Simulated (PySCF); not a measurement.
# C4H9BrF2Si (TMS-CBrF2): the cost of one run

Programs: PySCF 2.14.0, with routines of our own; each step states its level. All values are computed. Atoms count from 0.

## 1. The starting structure

17 atoms, charge 0, multiplicity 1; geometry from: GFN2-xTB.

## 2. Optimising the geometry at PBE0-D3(BJ)/def2-SVP

What the job is given:

```
{"job": {"xc": "PBE0", "basis": "def2-SVP", "d3": "d3bj", "grid": 1, "maxiter": 30, "shake": 0.01, "kind": "geom"}, "charge": 0, "multiplicity": 1}
C     -0.850150     1.516240    -0.789560
Si    -0.188860    -0.025810     0.031980
C     -0.536900    -1.621550    -0.942180
C     -0.522790    -0.143060     1.888570
C      1.767900     0.193150    -0.037810
F      2.420320    -0.830710     0.535920
F      2.195550     1.296310     0.636180
Br     2.465860     0.367000    -1.888980
H     -0.569710     1.609880    -1.816430
H     -1.958060     1.549720    -0.754940
H     -0.529590     2.439920    -0.287570
H     -0.216660    -1.519520    -1.968440
H     -1.599870    -1.863110    -0.922540
H      0.015650    -2.456990    -0.509650
H     -0.050650    -1.002370     2.345300
H     -0.240340     0.763390     2.429620
H     -1.618180    -0.260650     2.060710
```

The run is started by

```console
$ OMP_NUM_THREADS=1 python heavy_run.py task.json out
```

One launch serves the whole session: the jobs run in the order shown.

**Question.** How long does this first job take on 1 thread of Intel Xeon Platinum 8488C, shared host, and how much memory does it need?

About 2.6 min, with a peak of 0.82 GiB.
